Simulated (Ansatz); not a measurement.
# BFH7NO: the cost of one run

Method: RKS PBE0/STO-3G, in Ansatz 0.2.0.

**1. Starting point**

Bond lengths: B1–F2 1.678 Å, B1–H3 1.168 Å, B1–H4 1.166 Å, B1–N6 1.800 Å, N6–H9 1.008 Å, N6–H10 1.008 Å, O8–H11 0.958 Å. Angles: F2–B1–H3 105.5°, F2–B1–H4 106.2°, F2–B1–N6 99.7°, H3–B1–H4 123.1°, H3–B1–N6 109.0°, H4–B1–N6 110.7°, B1–N6–H9 110.2°, B1–N6–H10 110.0°, H9–N6–H10 110.4°.

Structure file:

```xyz
11

B    -0.7258   -0.7214   -0.8536
F    -0.7373    0.9401   -1.0910
H     0.0172   -1.1457   -1.6488
H    -1.8433   -1.0485   -0.7888
H     0.5975    0.4290    0.8768
N     0.0515   -0.7893    0.7688
H    -0.0043    1.4830   -0.3072
O     0.8605    1.6511    0.6095
H     0.7293   -1.5351    0.7986
H    -0.6486   -0.9225    1.4822
H     1.7034    1.6594    0.1535
```

**2. Pulling towards end A**

Springs on the bonds that form and break draw the guess towards this end; the thresholds are loose.

Contents of input.yaml:

```yaml
crystal:
  periodic: [false, false, false]
  atoms:
    - { symbol: B, position_ang: [-0.7258, -0.7214, -0.8536] }
    - { symbol: F, position_ang: [-0.7373, 0.9401, -1.091] }
    - { symbol: H, position_ang: [0.0172, -1.1457, -1.6488] }
    - { symbol: H, position_ang: [-1.8433, -1.0485, -0.7888] }
    - { symbol: H, position_ang: [0.5975, 0.429, 0.8768] }
    - { symbol: "N", position_ang: [0.0515, -0.7893, 0.7688] }
    - { symbol: H, position_ang: [-0.0043, 1.483, -0.3072] }
    - { symbol: O, position_ang: [0.8605, 1.6511, 0.6095] }
    - { symbol: H, position_ang: [0.7293, -1.5351, 0.7986] }
    - { symbol: H, position_ang: [-0.6486, -0.9225, 1.4822] }
    - { symbol: H, position_ang: [1.7034, 1.6594, 0.1535] }
basis:
  gaussian: { orbitals: STO-3G }
hamiltonian:
  xc: pbe0
relax:
  f_tol: 0.15
  max_steps: 25
  restrain:
    - { distance: [0, 5], at: 2.85, k: 30.0 }
    - { distance: [4, 7], at: 2.27, k: 30.0 }
    - { distance: [6, 1], at: 2.18, k: 30.0 }
    - { distance: [0, 1], at: 1.41, k: 30.0 }
    - { distance: [4, 5], at: 1.02, k: 30.0 }
    - { distance: [6, 7], at: 0.97, k: 30.0 }
```

Started as:

```sh
$ ansatz run input.yaml --threads 1 --pin off --max-ram 2048MiB --backend cpu --events-out ev --progress --plain --runs-dir out
```

What time and memory should one allow on 1 thread of Arm Neoverse N1, shared host?

About 35 s, with a peak of 0.15 GiB.
